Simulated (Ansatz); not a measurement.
# AlGa2H: the cost of one run

The runs use Ansatz 0.2.0, Gaussian basis; cc-pVTZ, core rule «outside noble gas», up to 33 orbitals frozen.

To be run: UHF; CCSD(T) on RHF; CCSD(T) on UHF; BCCD(T) on RHF; CCSDT(Q) on RHF; CCSDT(Q) on UHF.

4 further runs of the same task are left out: 4 set aside as unsound or not needed. Runs told in other sessions of the task aren't counted.

## (1) What is computed

The geometry is a PBE0/def2-TZVP stationary point (not a proven minimum) of the parent state, kept for this charge and spin. No spin-orbit coupling is included. The filled d shell of Ga may be among the frozen orbitals whatever the setting's name suggests.

4 atoms, charge 0, spin multiplicity 1.

Atoms are counted from 1 here; the program's logs count them from 0.

Bond lengths: Ga1–Al2 2.555 Å, Al2–Ga3 2.555 Å, Al2–H4 1.846 Å. Angles: Ga1–Al2–Ga3 72.4°, Ga1–Al2–H4 52.9°, Ga3–Al2–H4 52.9°.

Geometry (Å):

| atom | x (Å) | y (Å) | z (Å) |
| --- | --- | --- | --- |
| Ga1 | -0.0044 | 0.3364 | 1.5090 |
| Al2 | -0.0226 | -1.7250 | 0.0000 |
| Ga3 | -0.0044 | 0.3364 | -1.5090 |
| H4 | 1.2155 | -0.3558 | 0.0000 |

## (2) UHF

Contents of in.yaml:

```yaml
crystal:
  periodic: [false, false, false]
  atoms:
    - {symbol: Ga, position_ang: [-0.004403, 0.336351, 1.508986]}
    - {symbol: Al, position_ang: [-0.022649, -1.725034, 0.000000]}
    - {symbol: Ga, position_ang: [-0.004403, 0.336351, -1.508986]}
    - {symbol: H, position_ang: [1.215461, -0.355847, 0.000000]}
basis:
  gaussian: {orbitals: cc-pVTZ}
magnetization: {spin_polarized: true, initial_magnetization: 0}
hamiltonian: {xc: hf}
output: {orbitals: {seedname: orbitals}}
```

Started as:

```bash
ansatz run in.yaml --threads 1 --pin off --events-out ev --progress --plain --max-ram 4096MiB --backend cpu
```

**Question.** How long does this run take on 1 thread of AMD EPYC 7R13, shared host, and how much memory does it need?

About 47 s, with a peak of 0.4 GiB.
